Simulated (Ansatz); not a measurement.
# GaH₄O₂Si radical: a ladder of functionals and wavefunction methods

One table from this session's results is given with a row withheld; the runs are named, their logs left out.

The runs use Ansatz 0.2.0, Gaussian basis; functionals in def2-TZVPP, the program's frozen cores in correlated methods.

Levels to be run: PBE-D4, r2SCAN-D4, PBE0-D4, B3LYP-D4, ωB97X-V, ωB97M-V, B2PLYP; CCSD(T)/def2-TZVPP; MP2/def2-QZVPP; extrapolation to the limit.

### The relaxed structure

All runs share one geometry, relaxed beforehand with PBE0-D4 in a triple-zeta def2 set.

SMILES `[OH][Ga][O][SiH3]`, 8 atoms, charge 0, spin multiplicity 2.

Atoms are counted from 1 here; the program's logs count them from 0.

Bond lengths: O1–Ga2 1.794 Å, O1–H5 0.964 Å, Ga2–O3 1.798 Å, O3–Si4 1.635 Å, Si4–H6 1.486 Å, Si4–H7 1.489 Å, Si4–H8 1.489 Å. Angles: Ga2–O1–H5 110.8°, O1–Ga2–O3 115.2°, Ga2–O3–Si4 140.2°, O3–Si4–H6 108.4°, O3–Si4–H7 111.2°, O3–Si4–H8 111.3°, H6–Si4–H7 108.9°, H6–Si4–H8 108.9°, H7–Si4–H8 108.0°.

Geometry (Å):

```
O    -1.2048   -0.2314    2.8631
Ga    0.1753   -0.4482    1.7373
O    -0.1402    0.0429    0.0371
Si    0.6126    0.1073   -1.4129
H    -1.9680    0.1335    2.4020
H    -0.3120    0.7301   -2.3950
H     0.9787   -1.2548   -1.8910
H     1.8584    0.9206   -1.3406
```

Set-up of the first run:

in.yaml reads:

```yaml
crystal:
  periodic: [false, false, false]
  atoms:
    - {symbol: O, position_ang: [-1.204762, -0.231446, 2.863077]}
    - {symbol: Ga, position_ang: [0.175340, -0.448250, 1.737291]}
    - {symbol: O, position_ang: [-0.140217, 0.042945, 0.037149]}
    - {symbol: Si, position_ang: [0.612584, 0.107345, -1.412874]}
    - {symbol: H, position_ang: [-1.968013, 0.133493, 2.401951]}
    - {symbol: H, position_ang: [-0.312004, 0.730106, -2.394987]}
    - {symbol: H, position_ang: [0.978686, -1.254785, -1.890986]}
    - {symbol: H, position_ang: [1.858384, 0.920583, -1.340611]}
basis:
  gaussian: {orbitals: def2-TZVPP}
magnetization: {spin_polarized: true, initial_magnetization: 1}
hamiltonian: {xc: pbe, dispersion: d4}
output: {forces: true, orbitals: {seedname: orbitals}}
```

Started as:

```bash
ansatz run in.yaml --threads 2 --pin off --events-out ev --progress --plain --max-ram 32768MiB --backend cpu
```

Among the steps run: PBE-D4 (GGA); r2SCAN-D4 (meta-GGA); PBE0-D4 (hybrid); B3LYP-D4 (hybrid); ωB97X-V (range-separated); ωB97M-V (range-separated); B2PLYP (double hybrid); CCSD(T) in def2-TZVPP; MP2 in def2-QZVPP.

One of the session's tables, all rows but one given; the rest of the session is left out.

```
            method  atomisation energy (kJ/mol)
            PBE-D4                            ?
         r2SCAN-D4                       2589.7
           PBE0-D4                       2525.9
          B3LYP-D4                       2552.8
           ωB97X-V                       2585.1
           ωB97M-V                       2569.7
            B2PLYP                       2546.8
     HF/def2-TZVPP                       1828.7
    MP2/def2-TZVPP                       2590.4
   CCSD/def2-TZVPP                       2483.0
CCSD(T)/def2-TZVPP                       2524.0
           MP2/CBS                       2654.2
       CCSD(T)/CBS                       2587.8
```

**Question.** Estimate the row for PBE-D4.

As computed: atomisation energy (kJ/mol): 2582.8. In the column «atomisation energy (kJ/mol)» it lies between ωB97M-V (2569.7) and ωB97X-V (2585.1).
